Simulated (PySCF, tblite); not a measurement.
**C4H12BPSi: geometry, infrared bands and NMR shifts**

Aim: predict the infrared bands and NMR shifts of C4H12BPSi (`CB(C)P1C[C@@H]1[SiH3]`).

Programs: tblite 0.8.0 and PySCF 2.14.0, with density-fitted response routines of our own. Each step states its level of theory. These are calculated values for one molecule in the gas phase, unless marked as measured. Atoms are numbered from 0 throughout.

### Step 1. Starting geometry

19 atoms, charge 0, multiplicity 1; geometry from: force field or distance geometry start.

Bonds of the start (Å): C0–B1 1.59, B1–C2 1.60, B1–P3 1.79, P3–C4 1.90, C4–C5 1.48, C5–Si6 1.89, C5–P3 1.70, C0–H7 1.12, C0–H8 1.11, C0–H9 1.11, C2–H10 1.11, C2–H11 1.11, C2–H12 1.12, C4–H13 1.08, C4–H14 1.11, C5–H15 1.13, Si6–H16 1.47, Si6–H17 1.46, Si6–H18 1.45.

### Step 2. Geometry optimisation with GFN2-xTB

The job: settings as JSON, then the geometry in Å.

```
{"job": {"kind": "relax", "xc": "GFN2-xTB", "basis": "xTB"}, "charge": 0, "multiplicity": 1}
C     -1.700700     1.521300    -0.643900
B     -1.475600    -0.045400    -0.789400
C     -2.781600    -0.933700    -0.567000
P      0.155400    -0.766200    -0.597400
C      0.918800    -0.091000     1.000400
C      1.705400    -0.937200     0.074700
Si     3.254500    -0.045400    -0.538700
H     -2.461900     1.624900     0.177300
H     -0.742400     2.006100    -0.374000
H     -2.148600     1.928800    -1.579100
H     -2.519600    -1.713500     0.181100
H     -3.023700    -1.402400    -1.545800
H     -3.625500    -0.290200    -0.208100
H      0.421500    -0.446800     1.891600
H      1.129100     1.001100     0.957900
H      2.010000    -1.927900     0.519100
H      4.353500    -0.450300     0.351500
H      3.033600     1.383400    -0.351000
H      3.487900    -0.406400    -1.921300
```

The run is started by

```bash
OMP_NUM_THREADS=1 python probes_run.py task.json out
```

This one command runs all jobs of the session in turn.

**Question.** This job is followed by: GFN2-xTB harmonic vibrations, gas phase; GIAO PBE0/pcSseg-1 NMR shielding, non-relativistic, gas phase. Predict these results of the whole session: strongest single infrared mode (GFN2-xTB); zero-point energy (GFN2-xTB); 13C shifts against TMS (PBE0/pcSseg-1, means over atoms taken as alike); 1H shifts against TMS (PBE0/pcSseg-1, means over atoms taken as alike); 11B shifts against BF3·OEt2 (PBE0/pcSseg-1); 31P shifts against H3PO4 (PBE0/pcSseg-1); 29Si shifts against TMS (PBE0/pcSseg-1); surface potential, 1st and 99th percentile.

**Answer**, as computed:

| quantity | value |
| --- | --- |
| strongest single infrared mode (GFN2-xTB) | 791 cm⁻¹, 364 km/mol |
| zero-point energy (GFN2-xTB) | 90.9 kcal/mol |
| 13C shifts against TMS (PBE0/pcSseg-1, means over atoms taken as alike) | 21.0, 20.7, 5.7 ppm |
| 1H shifts against TMS (PBE0/pcSseg-1, means over atoms taken as alike) | 4.11, 1.85, 1.76, 1.12, 0.99 ppm |
| 11B shifts against BF3·OEt2 (PBE0/pcSseg-1) | 103.8 ppm |
| 31P shifts against H3PO4 (PBE0/pcSseg-1) | -270.6 ppm |
| 29Si shifts against TMS (PBE0/pcSseg-1) | -59.1 ppm |
| surface potential, 1st and 99th percentile | -1.07 V and 0.89 V |

In words: Over 124 steps the energy fell by 2.614 eV; of the close pairs, P3–C5 changed most, 1.698 to 1.880 Å. All 51 modes are real, so the xTB geometry is a minimum. The strongest single mode, at 791 cm⁻¹, is carried by H17, H18, H16. Unscaled tight-binding wavenumbers are off by several per cent, some by more. Its intensities can rank the bands wrongly. At PBE0/pcSseg-1: The largest span, 671 ppm, is at P3, where the paramagnetic term is -379 ppm. By nearest atom (PBE0/pcSseg-1), the HOMO sits on P3 62 %; B1 14 % and the LUMO on B1 44 %; P3 11 %.
